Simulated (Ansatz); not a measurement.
**C6H12S: a ladder of functionals and wavefunction methods**

An exercise on one series of results from a longer session: the logs are not shown, and one member is left open.

Program: Ansatz 0.2.0, Gaussian basis. Level of theory: functionals in def2-TZVPP, the program's frozen cores in correlated methods. These are calculated values, not measurements.

The runs, in order: PBE-D4, r2SCAN-D4, PBE0-D4, B3LYP-D4, ωB97X-V, ωB97M-V, B2PLYP; CCSD(T)/def2-TZVPP; MP2/def2-QZVPP; extrapolation to the limit.

### The geometry

The geometry comes from an earlier relaxation with PBE0-D4 in a triple-zeta def2 set; it is a stationary point, not always the lowest conformer.

SMILES `SC1CCCCC1`, 19 atoms, charge 0, spin multiplicity 1.

Atoms are counted from 1 here; the program's logs count them from 0.

Bond lengths: S1–C2 1.830 Å, S1–H8 1.342 Å, C2–C3 1.527 Å, C2–C7 1.525 Å, C2–H9 1.092 Å, C3–C4 1.523 Å, C3–H10 1.093 Å, C3–H11 1.097 Å, C4–C5 1.523 Å, C4–H12 1.095 Å, C4–H13 1.094 Å, C5–C6 1.523 Å, C5–H14 1.098 Å, C5–H15 1.094 Å, C6–C7 1.521 Å, C6–H16 1.095 Å, C6–H17 1.094 Å, C7–H18 1.094 Å and more. Angles: C2–S1–H8 96.5°, S1–C2–C3 108.1°, S1–C2–C7 112.8°, S1–C2–H9 106.4°, C3–C2–C7 110.9°, C3–C2–H9 108.8°, C7–C2–H9 109.7°, C2–C3–C4 112.7°, C2–C3–H10 110.0°, C2–C3–H11 107.2°, C4–C3–H10 110.9°, C4–C3–H11 109.0°, H10–C3–H11 106.7°, C3–C4–C5 111.2°, C3–C4–H12 109.7°, C3–C4–H13 109.5°, C5–C4–H12 109.4°, C5–C4–H13 110.5° and more.

The first run:

Input file in.yaml:

```yaml
crystal:
  periodic: [false, false, false]
  atoms:
    - {symbol: S, position_ang: [-1.050912, -1.780134, 1.344778]}
    - {symbol: C, position_ang: [-0.603786, -0.012457, 1.191919]}
    - {symbol: C, position_ang: [-1.362630, 0.566241, 0.000364]}
    - {symbol: C, position_ang: [-0.828615, 0.066283, -1.335531]}
    - {symbol: C, position_ang: [0.667220, 0.321797, -1.460858]}
    - {symbol: C, position_ang: [1.431070, -0.292872, -0.295938]}
    - {symbol: C, position_ang: [0.897285, 0.206880, 1.038285]}
    - {symbol: H, position_ang: [-0.352538, -2.016174, 2.466404]}
    - {symbol: H, position_ang: [-0.955866, 0.474259, 2.103917]}
    - {symbol: H, position_ang: [-2.430858, 0.353728, 0.097586]}
    - {symbol: H, position_ang: [-1.252561, 1.656685, 0.044089]}
    - {symbol: H, position_ang: [-1.022873, -1.007577, -1.431488]}
    - {symbol: H, position_ang: [-1.369582, 0.554399, -2.151248]}
    - {symbol: H, position_ang: [0.847015, 1.404662, -1.481608]}
    - {symbol: H, position_ang: [1.040852, -0.073897, -2.409637]}
    - {symbol: H, position_ang: [1.336322, -1.382963, -0.334119]}
    - {symbol: H, position_ang: [2.497590, -0.063774, -0.375069]}
    - {symbol: H, position_ang: [1.432568, -0.262064, 1.868971]}
    - {symbol: H, position_ang: [1.080311, 1.286970, 1.119180]}
basis:
  gaussian: {orbitals: def2-TZVPP}
hamiltonian: {xc: pbe, dispersion: d4}
output: {forces: true, orbitals: {seedname: orbitals}}
```

Run with:

```console
$ ansatz run in.yaml --threads 2 --pin off --events-out ev --progress --plain --max-ram 32768MiB --backend cuda --devices 0, --max-vram 18GiB
```

Steps of the session up to this table: PBE-D4 (GGA); r2SCAN-D4 (meta-GGA); PBE0-D4 (hybrid); B3LYP-D4 (hybrid); ωB97X-V (range-separated); ωB97M-V (range-separated); B2PLYP (double hybrid); CCSD(T) in def2-TZVPP; MP2 in def2-QZVPP.

One table of the session follows, with a row left open; its other results are not shown here.

| method | atomisation energy (kJ/mol) |
| --- | --- |
| PBE-D4 | 7788.4 |
| r2SCAN-D4 | 7651.1 |
| PBE0-D4 | 7706.0 |
| B3LYP-D4 | 7621.3 |
| ωB97X-V | 7652.0 |
| ωB97M-V | ? |
| B2PLYP | 7540.0 |
| HF/def2-TZVPP | 5711.4 |
| MP2/def2-TZVPP | 7557.1 |
| CCSD/def2-TZVPP | 7360.3 |
| CCSD(T)/def2-TZVPP | 7461.8 |
| MP2/CBS | 7722.2 |
| CCSD(T)/CBS | 7626.8 |

Q: Estimate the row for ωB97M-V from the others.

As computed: atomisation energy (kJ/mol): 7658.5. In the column «atomisation energy (kJ/mol)» it lies between ωB97X-V (7652.0) and PBE0-D4 (7706.0).
